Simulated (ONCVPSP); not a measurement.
# Pt: the cost of one run

Program: ONCVPSP 4.0.1.1 (patched build). Reference atom: PBE, scalar-relativistic, spherical and spin-unpolarised. All values are calculated.

### 1 Settings

Typed settings, in words:

| Item | Value |
| --- | --- |
| element | platinum (Pt, Z = 78) |
| type | optimised norm-conserving Vanderbilt (ONCV) |
| frozen core | [Kr] 4d10 4f14 |
| valence charge | 18 |
| reference configuration | 5s2 5p6 5d9 (charge +1) |
| partial waves | 5s: rc 1.60 bohr, ncon 4, nbas 8, qcut 6.9 1/bohr, 1 projector; 5p: rc 1.30 bohr, ncon 4, nbas 8, qcut 7.4 1/bohr, 1 projector; 5d: rc 1.30 bohr, ncon 3, nbas 7, qcut 11.6 1/bohr, local |
| local potential | the d channel |
| core correction | Teter function, fcfact 4.5, rcfact 1.25 |

The outer shells as boxes (Hund's rule for the drawing; the calculation is spin-unpolarised):

```
[Kr] core
4d [↑↓][↑↓][↑↓][↑↓][↑↓]
4f [↑↓][↑↓][↑↓][↑↓][↑↓][↑↓][↑↓]
5s [↑↓]
5p [↑↓][↑↓][↑↓]
5d [↑↓][↑↓][↑↓][↑↓][↑ ]
```

### 2 Generating the potential

Pt.dat

```
# ATOM AND REFERENCE CONFIGURATION
# atsym  z   nc   nv     iexc    psfile
  Pt 78.00   10    3        4      upf
#
#   n    l    f
    1    0    2.00
    2    0    2.00
    2    1    6.00
    3    0    2.00
    3    1    6.00
    3    2   10.00
    4    0    2.00
    4    1    6.00
    4    2   10.00
    4    3   14.00
    5    0    2.00
    5    1    6.00
    5    2    9.00
#
# PSEUDOPOTENTIAL AND OPTIMIZATION
# lmax
    2
#
#   l,   rc,      ep,       ncon, nbas, qcut
    0    1.60    0.00    4    8    6.90
    1    1.30    0.00    4    8    7.40
    2    1.30    0.00    3    7   11.60
#
# LOCAL POTENTIAL
# lloc, lpopt,  rc(5),   dvloc0
    2    5    1.30    0.00
#
# VANDERBILT-KLEINMAN-BYLANDER PROJECTORs
# l, nproj, debl
    0    1    1.30
    1    1    2.80
    2    0    2.70
#
# MODEL CORE CHARGE
# icmod, fcfact, rcfact
    3    4.50    1.25
#
# LOG DERIVATIVE ANALYSIS
# epsh1, epsh2, depsh
   -6.00    5.00    0.04
#
# OUTPUT GRID
# rlmax, drl
    6.00    0.01
#
# TEST CONFIGURATIONS
# ncnf
    4
# nvcnf
#   n    l    f
    4
    5    0    2.00
    5    1    6.00
    5    2    9.00
    6    0    1.00
#
    3
    5    0    2.00
    5    1    6.00
    5    2    8.00
#
    3
    5    0    2.00
    5    1    6.00
    5    2    7.00
#
    4
    5    0    2.00
    5    1    6.00
    5    2    9.00
    6    0    0.50
#
```

Launch:

```
$ oncvpsp.x < Pt.dat > Pt.out
```

**Question.** How long does this run take on 1 thread of AMD EPYC 7R43, shared host?

About 3.2 s.
